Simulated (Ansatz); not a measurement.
Below is the output of a Python script on the Ansatz DFT code, driven from Python that makes a single point from a YAML input of Na₂LiScCl₆, space group Fm-3m. Write a script that gives it. Use: r2SCAN, PAW, the default cutoff (500 eV here), 4×4×4 k-points, fixed occupations.

```
Na Li Sc Cl
1.0
     0.00000    4.99111    4.99111
     4.99111    0.00000    4.99111
     4.99111    4.99111    0.00000
Na Li Sc Cl
2 1 1 6
Direct
  0.75000 0.75000 0.75000
  0.25000 0.25000 0.25000
  0.50000 0.50000 0.50000
  0.00000 0.00000 0.00000
  0.75179 0.24821 0.24821
  0.24821 0.24821 0.75179
  0.24821 0.75179 0.75179
  0.24821 0.75179 0.24821
  0.75179 0.24821 0.75179
  0.75179 0.75179 0.24821
```

```console
$ python yaml_run_na2lisccl6.py
free energy      -11845.32461 eV
per atom         -1184.53246 eV
SCF iterations   7  (converged: True)
  atom      fx      fy      fz
0   Na  0.0000  0.0000  0.0000
1   Na -0.0000 -0.0000  0.0000
2   Li  0.0000 -0.0000  0.0000
3   Sc -0.0000 -0.0000  0.0000
4   Cl -0.0479 -0.0000 -0.0000
5   Cl -0.0000 -0.0000 -0.0479
6   Cl  0.0479  0.0000  0.0000
7   Cl  0.0000 -0.0479 -0.0000
8   Cl -0.0000  0.0479  0.0000
9   Cl  0.0000 -0.0000  0.0479
audit    cushion_resolved x1
audit    loop_bands_changed x1
audit    preconditioner_resolved x1
```

One script that gives this output:

`yaml_run_na2lisccl6.py`:
```python
"""Na2LiScCl6 from YAML text."""

from collections import Counter
import warnings

import ansatz as az
import pandas as pd

INPUT = """
crystal:
  lattice:
    - [0.0, 4.991111, 4.991111]
    - [4.991111, 0.0, 4.991111]
    - [4.991111, 4.991111, 0.0]
  atoms:
    - { symbol: Na, position: [0.75, 0.75, 0.75] }
    - { symbol: Na, position: [0.25, 0.25, 0.25] }
    - { symbol: Li, position: [0.5, 0.5, 0.5] }
    - { symbol: Sc, position: [0.0, 0.0, 0.0] }
    - { symbol: Cl, position: [0.751794, 0.248206, 0.248206] }
    - { symbol: Cl, position: [0.248206, 0.248206, 0.751794] }
    - { symbol: Cl, position: [0.248206, 0.751794, 0.751794] }
    - { symbol: Cl, position: [0.248206, 0.751794, 0.248206] }
    - { symbol: Cl, position: [0.751794, 0.248206, 0.751794] }
    - { symbol: Cl, position: [0.751794, 0.751794, 0.248206] }
kpoints:
  mp_grid: { grid: [4, 4, 4] }
hamiltonian:
  xc: r2scan
scf:
  occupations: { method: fixed }
  eigensolver: { kind: davidson }
output:
  forces: true
"""

warnings.simplefilter("ignore", az.DeckWarning)

res = az.Session.from_yaml(INPUT).plan().execute()
report = res.report

print(f"free energy      {report['free_energy_ev']:.5f} eV")
print(f"per atom         {report['free_energy_ev'] / len(res.lattice.sites):.5f} eV")
print(f"SCF iterations   {report['n_iterations']}  (converged: {report['converged']})")

# forces in eV per angstrom
table = pd.DataFrame(report["forces_ev_ang"], columns=["fx", "fy", "fz"])
table.insert(0, "atom", [site["symbol"] for site in report["lattice"]["sites"]])
print(table.round(4).to_string())

told = Counter((n["data"]["severity"], n["data"]["kind"]) for n in res.notices if n["event"] == "notice")
for (severity, kind), count in sorted(told.items()):
    print(f"{severity:8s} {kind} x{count}")
```

Notes:
- The settings weren't tested for convergence.
- No spin polarisation was allowed.
- The structure comes from a database of computed cells and needn't be a stable or known phase.
- Finished in 16 s on 1 thread of Arm Neoverse V1 (shared host), peak memory 1.3 GiB.
